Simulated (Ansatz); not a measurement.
# VN2: the cost of one run

Program: Ansatz 0.2.0. Level of theory: DFT PBEsol, scalar-relativistic, plane waves, PAW. These are calculated values, not measurements.

**1. The starting structure**

It takes space group I4/mcm (No. 140, tetragonal). Conventional cell: a = 4.261 Å, b = 4.261 Å, c = 4.911 Å, α = 90.00°, β = 90.00°, γ = 90.00°. Around V (site symmetry 422) lie 8 N at 2.11 Å. N (site symmetry m2m) has 1 N at 1.38 Å as nearest neighbours.

As a file:

```
V N
1.0
    -2.13032    2.13032    2.45528
     2.13032   -2.13032    2.45528
     2.13032    2.13032   -2.45528
V N
2 4
Direct
  0.25000 0.25000 0.00000
  0.75000 0.75000 0.00000
  0.11426 0.61426 0.72852
  0.61426 0.88574 0.50000
  0.88574 0.38574 0.27148
  0.38574 0.11426 0.50000
```

It is the result of an earlier relaxation at this level (volume 7.43 Å³/atom; gap on the mesh: none (metal)).

**2. The reference cell**

Reference values: F = -7287.8154 eV; pressure 0.08 GPa; largest force 0.002 eV/Å; gap on the mesh none (metal). It was computed beforehand with the settings of the runs below.

**3. Setting up energy and stress against strain**

The cell is strained by ε times the Voigt pattern (1, -1, 0, 0, 0, 0) (xx, yy, zz, yz, xz, xy; engineering shear), with fractional coordinates fixed (clamped ions). The stress on the pattern is the sum of the stress components weighted by it, tension positive.

**4. Point ε = -0.0200**

File input.yaml:

```yaml
crystal:
  lattice:
    - [-2.0877161524, 2.1729290566, 2.4552814625]
    - [2.0877161524, -2.1729290566, 2.4552814625]
    - [2.0877161524, 2.1729290566, -2.4552814625]
  atoms:
    - { symbol: V, position: [0.25, 0.25, 0.0] }
    - { symbol: V, position: [0.75, 0.75, 0.0] }
    - { symbol: "N", position: [0.1142608421, 0.6142608421, 0.7285216842] }
    - { symbol: "N", position: [0.6142608421, 0.8857391579, 0.5] }
    - { symbol: "N", position: [0.8857391579, 0.3857391579, 0.2714783158] }
    - { symbol: "N", position: [0.3857391579, 0.1142608421, 0.5] }
basis:
  ecutwfc: 420
kpoints:
  mp_grid: { grid: [16, 16, 16] }
hamiltonian:
  xc: pbesol
scf:
  occupations: { method: gaussian, width: 0.15 }
output:
  forces: true
  stress: true
  eigenvalues: true
```

Run with:

```sh
$ ansatz run input.yaml --threads 1 --pin off --max-ram 2560MiB --backend cpu --events-out ev --progress --plain --runs-dir out
```

Q: Estimate wall time and peak memory on 1 thread of Intel Xeon 6975P-C (Granite Rapids), shared host.

About 18 s, with a peak of 0.83 GiB.
